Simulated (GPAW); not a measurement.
# MnSi (P2_13) in GPAW: relaxation of cell and atoms with PBEsol

Aim: the relaxation of cell and atoms of MnSi with PBEsol.

Everything below comes from runs of GPAW 26.7.0. Logs are shortened: lines on timing, memory, paths and dates and some standing lists are left out, and cuts for length are marked. The log counts tension as positive stress, the text compression.

## Step 1: The structure

It takes space group P2_13 (No. 198, cubic). Conventional cell: a = 4.548 Å, b = 4.548 Å, c = 4.548 Å, α = 90.00°, β = 90.00°, γ = 90.00°. Around Mn (site symmetry 3) lie 7 Si at 2.30 to 2.53 Å. Around Si (site symmetry 3) lie 7 Mn at 2.30 to 2.53 Å.

## Step 2: Relaxation of cell and atoms, PBEsol, collinear spin, ferromagnetic start

Input file run.py:

```python
from ase import Atoms
from ase.filters import FrechetCellFilter
from ase.io import write
from ase.optimize import BFGS
from gpaw import GPAW, PW, setup_paths

setup_paths.insert(0, '.')

atoms = Atoms(['Mn', 'Mn', 'Mn', 'Mn', 'Si', 'Si', 'Si', 'Si'],
              cell=[[4.548, 0.0, 0.0],
                    [0.0, 4.548, 0.0],
                    [0.0, 0.0, 4.548]],
              scaled_positions=[[0.862, 0.638, 0.362],
                                [0.638, 0.362, 0.862],
                                [0.362, 0.862, 0.638],
                                [0.138, 0.138, 0.138],
                                [0.154, 0.346, 0.654],
                                [0.346, 0.654, 0.154],
                                [0.654, 0.154, 0.346],
                                [0.846, 0.846, 0.846]],
              pbc=True)
atoms.set_initial_magnetic_moments([4.0, 4.0, 4.0, 4.0, 0.0, 0.0, 0.0, 0.0])

calc = GPAW(mode=PW(600),
            xc='PBEsol',
            kpts={'size': (4, 4, 4), 'gamma': True},
            occupations={'name': 'fermi-dirac', 'width': 0.05},
            nbands=66,
            convergence={'density': 1e-05, 'forces': 0.0001},
            maxiter=150,
            txt='gpaw.txt')
atoms.calc = calc
opt = BFGS(FrechetCellFilter(atoms), trajectory='relax.traj', logfile='-')
done = opt.run(fmax=0.02, steps=60)
calc.write('gs.gpw')
write('result.traj', atoms)
print('Converged:', done)
print('Cell:', atoms.cell.cellpar().round(4))
print('Volume:', round(atoms.get_volume(), 4))
print(atoms.get_scaled_positions().round(5))
```

Potentials or basis: PAW data sets generated in the run's folder for this functional, pw.

On the command line:

```bash
$ gpaw-setup -f PBEsol Mn Si
$ OMP_NUM_THREADS=1 python run.py
```

gpaw.txt:

```text
__  _  _
 | _ |_)|_||  |
 |__||  | ||/\| - 26.7.0

Input parameters:
  mode=PW(ecut=600.0),
  convergence={'density': 1e-05, 'forces': 0.0001},
  kpts=MonkhorstPack(size=(4, 4, 4), gamma=True),
  maxiter=150,
  nbands=66,
  occupations=Occupations(name='fermi-dirac', width=0.05),
  xc=XC(name='PBEsol')

Diagonalizing LCAO Hamiltonian
Converting LCAO to pw mode
    .----------.
   /|        Si|
  / |          |
 *  |   MMn    |
 |  Si         |
 |  |       Mn |
 |  .--SiSi----.
 | /          /
 |/Mn        /
 *----------*

Atoms  # Å, Bohr magnetons
|   | symbol |        x |        y |        z |    initial magnetic moments |
|---|--------|----------|----------|----------|-----------------------------|
| 0 |     Mn | 3.920376 | 2.901624 | 1.646376 | ( 0.0000,  0.0000,  4.0000) |
| 1 |     Mn | 2.901624 | 1.646376 | 3.920376 | ( 0.0000,  0.0000,  4.0000) |
| 2 |     Mn | 1.646376 | 3.920376 | 2.901624 | ( 0.0000,  0.0000,  4.0000) |
| 3 |     Mn | 0.627624 | 0.627624 | 0.627624 | ( 0.0000,  0.0000,  4.0000) |
| 4 |     Si | 0.700392 | 1.573608 | 2.974392 | ( 0.0000,  0.0000,  0.0000) |
| 5 |     Si | 1.573608 | 2.974392 | 0.700392 | ( 0.0000,  0.0000,  0.0000) |
| 6 |     Si | 2.974392 | 0.700392 | 1.573608 | ( 0.0000,  0.0000,  0.0000) |
| 7 |     Si | 3.847608 | 3.847608 | 3.847608 | ( 0.0000,  0.0000,  0.0000) |

Unit cell  # Å
| periodic |        x |        y |        z |  lengths |    angles |
|----------|----------|----------|----------|----------|-----------|
|      yes | 4.548000 | 0.000000 | 0.000000 | 4.548000 | 90.000000 |
|      yes | 0.000000 | 4.548000 | 0.000000 | 4.548000 | 90.000000 |
|      yes | 0.000000 | 0.000000 | 4.548000 | 4.548000 | 90.000000 |

Number of symmetries: 3
Symmetry operations  # r_c * U_cc + t_c -> r_c
|   | kind |            matrix            |
|---|------|------------------------------|
| 0 |  E   |  1, 0, 0,  0, 1, 0,  0, 0, 1 |
| 1 |  C3  |  0, 1, 0,  0, 0, 1,  1, 0, 0 |
| 2 |  C3  |  0, 0, 1,  1, 0, 0,  0, 1, 0 |

BZ-sampling:
  Number of BZ points: 64
  Number of IBZ points: 14
[... 130 lines left out ...]
SCF iterations
|iter     | |      energy | eigst |  dens |force |  magmom |
|---------|-|-------------|-------|-------|------|---------|
|iter:   1| |  -65.657359 | +0.70 |       |      | +16.0345|
|iter:   2| |  -66.262834 | -1.10 | -0.86 |      | +15.6595|
|iter:   3| |  -70.768447 | -1.20 | -0.89 |      | +11.3878|
|iter:   4| |  -68.126929 | -1.19 | -0.93 |      |  +9.8152|
|iter:   5| |  -68.416930 | -2.43 | -1.41 |      |  +7.9409|
|iter:   6| |  -70.248142 | -1.86 | -1.61 |      |  +7.0946|
|iter:   7| |  -68.617812 | -2.02 | -1.12 |      |  +5.8176|
|iter:   8| |  -68.764766 | -2.48 | -1.69 |      |  +3.3671|
|iter:   9| |  -68.802487 | -3.00 | -1.68 |      |  +4.1822|
|iter:  10| |  -68.805139 | -3.27 | -2.14 |      |  +3.6915|
|iter:  11| |  -68.808691c| -4.04 | -2.45 |      |  +4.0374|
|iter:  12| |  -68.808894c| -4.92 | -2.93 |      |  +3.9513|
|iter:  13| |  -68.808960c| -6.18 | -3.39 |      |  +3.9693|
|iter:  14| |  -68.808984c| -6.91 | -3.82 |      |  +3.9772|
|iter:  15| |  -68.808988c| -7.69c| -4.30 |      |  +3.9793|
|iter:  16| |  -68.808987c| -8.07c| -4.80 |      |  +3.9784|
|iter:  17| |  -68.808989c| -8.10c| -4.94 |      |  +3.9794|
|iter:  18| |  -68.808988c| -8.37c| -5.35c|      |  +3.9792|
|iter:  19| |  -68.808988c| -8.80c| -5.46c|-3.58 |  +3.9791|
|iter:  20| |  -68.808988c| -9.18c| -5.61c|-4.17c|  +3.9791|

Converged in 20 steps
Energy contributions relative to reference atoms: (reference = -157420.037557)

Energy contributions:
  Kinetic:           9.304596
  Coulomb:          -2.940167
  Zero:              0.809111
  External:          0.000000
  Xc:              -75.963399
  Entropy:          -0.038259
  Spinorbit:         0.000000
  ----------------------------
  Free energy:     -68.828117
  Extrapolated:    -68.808988

dipole moment: (-0.000013, -0.000013, -0.000013)  # |e|*Ang

Total magnetic moment: (0.000000, 0.000000, 3.979083)

Local magnetic moments
|        x |        y |         z |
|----------|----------|-----------|
| 0.000000 | 0.000000 |  1.033037 |  # Mn   0
| 0.000000 | 0.000000 |  1.033037 |  # Mn   1
| 0.000000 | 0.000000 |  1.033037 |  # Mn   2
| 0.000000 | 0.000000 |  1.033057 |  # Mn   3
| 0.000000 | 0.000000 | -0.042146 |  # Si   4
| 0.000000 | 0.000000 | -0.042146 |  # Si   5
| 0.000000 | 0.000000 | -0.042146 |  # Si   6
| 0.000000 | 0.000000 | -0.042146 |  # Si   7
[... 995 lines left out ...]
convergence criteria:
- Maximum integral of absolute [dens]ity change: 1e-05 electrons / valence electron
- Maximum change in the atomic [forces] across last 2 cycles: 0.0001 eV/Ang OR
Maximum error relative to the maximum force is below inf
- Maximum [total energy] change in last 3 cyles: 0.0005 eV / valence electron
- Maximum integral of absolute [eigenst]ate change: 4e-08 eV^2 / valence electron
maximum number of iterations: 150

SCF iterations
|iter     | |      energy | eigst |  dens |force |  magmom |
|---------|-|-------------|-------|-------|------|---------|
|iter:   1| |  -68.947392 | -0.51 |       |      |  +3.8697|
|iter:   2| |  -68.943106 | -2.90 | -2.04 |      |  +3.8687|
|iter:   3| |  -68.928848c| -3.53 | -2.11 |      |  +3.8630|
|iter:   4| |  -68.921213c| -3.46 | -2.31 |      |  +3.8562|
|iter:   5| |  -68.920980c| -4.53 | -2.86 |      |  +3.8533|
|iter:   6| |  -68.921180c| -5.64 | -3.17 |      |  +3.8523|
|iter:   7| |  -68.920950c| -5.75 | -3.04 |      |  +3.8506|
|iter:   8| |  -68.920934c| -6.67 | -3.65 |      |  +3.8491|
|iter:   9| |  -68.920906c| -7.15 | -4.00 |      |  +3.8473|
|iter:  10| |  -68.920886c| -7.87c| -4.47 |      |  +3.8459|
|iter:  11| |  -68.920874c| -7.79c| -4.80 |      |  +3.8449|
|iter:  12| |  -68.920873c| -8.19c| -5.15c|      |  +3.8449|
|iter:  13| |  -68.920873c| -9.02c| -5.62c|-3.69 |  +3.8449|
|iter:  14| |  -68.920873c| -9.49c| -5.99c|-4.54c|  +3.8449|

Converged in 14 steps
Energy contributions relative to reference atoms: (reference = -157420.037557)

Energy contributions:
  Kinetic:          26.737617
  Coulomb:         -16.302044
  Zero:              0.798114
  External:          0.000000
  Xc:              -80.133300
  Entropy:          -0.042520
  Spinorbit:         0.000000
  ----------------------------
  Free energy:     -68.942133
  Extrapolated:    -68.920873

dipole moment: (-0.000034, -0.000034, -0.000034)  # |e|*Ang

Total magnetic moment: (0.000000, 0.000000, 3.844872)

Local magnetic moments
|        x |        y |         z |
|----------|----------|-----------|
| 0.000000 | 0.000000 |  0.988788 |  # Mn   0
| 0.000000 | 0.000000 |  0.988788 |  # Mn   1
| 0.000000 | 0.000000 |  0.988788 |  # Mn   2
| 0.000000 | 0.000000 |  0.988782 |  # Mn   3
| 0.000000 | 0.000000 | -0.036016 |  # Si   4
| 0.000000 | 0.000000 | -0.036016 |  # Si   5
| 0.000000 | 0.000000 | -0.036016 |  # Si   6
| 0.000000 | 0.000000 | -0.036016 |  # Si   7
[... 208 lines left out ...]
convergence criteria:
- Maximum integral of absolute [dens]ity change: 1e-05 electrons / valence electron
- Maximum change in the atomic [forces] across last 2 cycles: 0.0001 eV/Ang OR
Maximum error relative to the maximum force is below inf
- Maximum [total energy] change in last 3 cyles: 0.0005 eV / valence electron
- Maximum integral of absolute [eigenst]ate change: 4e-08 eV^2 / valence electron
maximum number of iterations: 150

SCF iterations
|iter     | |      energy | eigst |  dens |force |  magmom |
|---------|-|-------------|-------|-------|------|---------|
|iter:   1| |  -68.921083 | -3.76 |       |      |  +3.8449|
|iter:   2| |  -68.921051 | -5.73 | -3.37 |      |  +3.8448|
|iter:   3| |  -68.921003c| -6.32 | -3.47 |      |  +3.8442|
|iter:   4| |  -68.920993c| -7.06 | -3.80 |      |  +3.8436|
|iter:   5| |  -68.920978c| -6.84 | -3.98 |      |  +3.8427|
|iter:   6| |  -68.920977c| -8.19c| -4.34 |      |  +3.8425|
|iter:   7| |  -68.920971c| -7.81c| -4.45 |      |  +3.8421|
|iter:   8| |  -68.920964c| -7.77c| -4.82 |      |  +3.8415|
|iter:   9| |  -68.920959c| -8.39c| -5.17c|      |  +3.8411|
|iter:  10| |  -68.920958c| -8.95c| -5.77c|-3.95 |  +3.8410|
|iter:  11| |  -68.920958c| -9.60c| -6.20c|-4.44c|  +3.8410|

Converged in 11 steps
Energy contributions relative to reference atoms: (reference = -157420.037557)

Energy contributions:
  Kinetic:          27.076494
  Coulomb:         -16.560997
  Zero:              0.797757
  External:          0.000000
  Xc:              -80.212894
  Entropy:          -0.042634
  Spinorbit:         0.000000
  ----------------------------
  Free energy:     -68.942275
  Extrapolated:    -68.920958

dipole moment: (-0.000029, -0.000029, -0.000029)  # |e|*Ang

Total magnetic moment: (0.000000, 0.000000, 3.841041)

Local magnetic moments
|        x |        y |         z |
|----------|----------|-----------|
| 0.000000 | 0.000000 |  0.987646 |  # Mn   0
| 0.000000 | 0.000000 |  0.987646 |  # Mn   1
| 0.000000 | 0.000000 |  0.987646 |  # Mn   2
| 0.000000 | 0.000000 |  0.987641 |  # Mn   3
| 0.000000 | 0.000000 | -0.035897 |  # Si   4
| 0.000000 | 0.000000 | -0.035897 |  # Si   5
| 0.000000 | 0.000000 | -0.035897 |  # Si   6
| 0.000000 | 0.000000 | -0.035897 |  # Si   7
[... 285 lines left out ...]
No gap
No difference between direct/indirect transitions

Stress tensor  # eV/Ang^3
|         x |         y |         z |
|-----------|-----------|-----------|
| -0.000369 |  0.000000 |  0.000000 |
|  0.000000 | -0.000369 |  0.000000 |
|  0.000000 |  0.000000 | -0.000369 |

Forces  # eV/Ang
|        x |        y |        z |
|----------|----------|----------|
|  0.00074 | -0.00074 |  0.00072 |  # Mn   0
| -0.00074 |  0.00072 |  0.00074 |  # Mn   1
|  0.00072 |  0.00074 | -0.00074 |  # Mn   2
| -0.00071 | -0.00071 | -0.00071 |  # Mn   3
| -0.00763 |  0.00764 | -0.00765 |  # Si   4
|  0.00764 | -0.00765 | -0.00763 |  # Si   5
| -0.00765 | -0.00763 |  0.00764 |  # Si   6
|  0.00765 |  0.00765 |  0.00765 |  # Si   7

# Writing to gs.gpw (mode='')
```

Run time: 14 min. Hardware: 1 thread of Intel Xeon Platinum 8488C (Sapphire Rapids), shared host; peak memory 0.51 GiB.

What came out:

```yaml
Free_energy: -68.9424 eV
Relaxed_volume: 11.28 Å³/atom
Relaxed_cell: a = 4.485 Å, b = 4.485 Å, c = 4.485 Å, α = 90.00°, β = 90.00°, γ = 90.00°
Space_group_after_relaxing_to_0.05_Å: P2_13 (No. 198)
Energy_gained_by_relaxing: 14.0 meV/atom
Ionic_steps: 7
Pressure_after_relaxing: 0.1 GPa
Largest_force_after_relaxing: 0.013 eV/Å
Band_gap_on_the_k_mesh: none (metal or under the smearing width)
Net_moment: 3.84 μB per cell
Site_moments: Mn +0.99; Si -0.04 μB
```

Forces on the atoms (eV/Å):
```
Mn   0.001 -0.001  0.001
Mn  -0.001  0.001  0.001
Mn   0.001  0.001 -0.001
Mn  -0.001 -0.001 -0.001
Si  -0.008  0.008 -0.008
Si   0.008 -0.008 -0.008
Si  -0.008 -0.008  0.008
Si   0.008  0.008  0.008
```

The path:
```csv
step,energy change (eV),largest force (eV/Å),pressure (GPa),volume (Å³)
1,0.0000,0.2374,-8.91,94.07
2,-0.0210,0.1776,-8.15,93.74
3,-0.0969,0.2799,-1.45,91.09
4,-0.1013,0.2212,-1.47,91.05
5,-0.1119,0.0387,-0.24,90.36
6,-0.1120,0.0312,-0.06,90.29
7,-0.1120,0.0132,0.06,90.24
```

Final structure:
```xyz
8
Lattice="4.4854 0.0000 0.0000 0.0000 4.4854 0.0000 0.0000 0.0000 4.4854" Properties=species:S:1:pos:R:3 pbc="T T T"
Mn    3.8703    2.8579    1.6276
Mn    2.8579    1.6276    3.8703
Mn    1.6276    3.8703    2.8579
Mn    0.6152    0.6152    0.6152
Si    0.6945    1.5482    2.9372
Si    1.5482    2.9372    0.6945
Si    2.9372    0.6945    1.5482
Si    3.7909    3.7909    3.7909
```

Levels at points of the mesh, in eV from the Fermi level:
Spin up:
| k point | band 36 | band 37 | band 38 | band 39 | band 40 | band 41 | band 42 | band 43 | band 44 | band 45 |
| --- | --- | --- | --- | --- | --- | --- | --- | --- | --- | --- |
| (0.00, 0.00, 0.00) | -0.36 | -0.36 | -0.36 | -0.27 | -0.27 | 0.82 | 0.82 | 0.82 | 3.15 | 3.15 |
| (0.50, 0.00, 0.00) | -1.33 | -0.59 | -0.59 | -0.09 | -0.09 | 0.29 | 0.29 | 1.90 | 1.90 | 2.34 |
| (0.50, 0.50, 0.00) | -1.35 | -1.08 | -1.08 | -0.56 | -0.56 | 0.78 | 0.78 | 1.36 | 1.36 | 2.92 |
| (0.50, 0.50, 0.50) | -0.96 | -0.69 | -0.69 | -0.69 | -0.69 | 0.61 | 0.61 | 0.61 | 0.61 | 5.44 |
Spin down:
```csv
k point,band 33,band 34,band 35,band 36,band 37,band 38,band 39,band 40
"(0.00, 0.00, 0.00)",-1.53,-1.53,-1.53,0.61,0.61,0.61,0.94,0.94
"(0.50, 0.00, 0.00)",-1.31,-1.31,-0.52,-0.52,0.53,0.53,0.87,0.87
"(0.50, 0.50, 0.00)",-0.72,-0.72,-0.61,-0.61,-0.33,-0.33,0.53,0.53
"(0.50, 0.50, 0.50)",-0.02,-0.02,-0.02,-0.02,0.18,0.18,0.18,0.18
```

Caveat: each step starts from the last one's moments, so a moment once lost doesn't come back; later steps reuse the first step's grids; the moment fell far below its start of 4 μB, so a state of higher moment may lie lower in energy.
